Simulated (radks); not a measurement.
# Zr³⁶⁺ in 1s1.5 2s2 3s0.5: an all-electron calculation

Wanted: eigenvalues, radial structure and energy terms of the zirconium ion Zr36+.

The numbers are computed with radks (a radial shooting solver on a logarithmic mesh, Libxc functionals) version 1 (Dirac Kohn-Sham, PBE, spin-unpolarised, spherical densities, finite nucleus), except any that are marked as measured or tabulated.

## Step 1: The atom as given

| Property | Result |
| --- | --- |
| element | zirconium (Z = 40) |
| charge | +36 |
| electrons | 4 |
| configuration | 1s1.5 2s2 3s0.5 |
| nuclear rms radius | 4.2694 fm |

## Step 2: Self-consistent calculation

Input:

```text
Z 40
configuration 1s1.5 2s2 3s0.5 2p0 4s0
relativity Dirac
functional pbe,pbe
spin unpolarised
j_filling energy
nucleus finite rms 4.2694 fm
c 137.035999084
```

What does the calculation give?

As calculated:

```
                        quantity                    value
                    total energy      -1636.03266 hartree
exchange-correlation share of it                   1.61 %
                            −T/E                   1.0476
          highest occupied level        3s1/2, -2140.9 eV
    most extended occupied level  3s1/2, <r> = 0.347 bohr
 radius at density 0.001 e/bohr³               0.801 bohr
    maxima of the radial density                        2
```

The radial density shows 2 maxima for 3 occupied principal shells; where shells overlap, one shows as a shoulder or not at all. Relativity lifts −T/E to 1.048. This is not the tabulated ground configuration, so its levels and sizes aren't those of the ground state, and no measured value stands beside it.
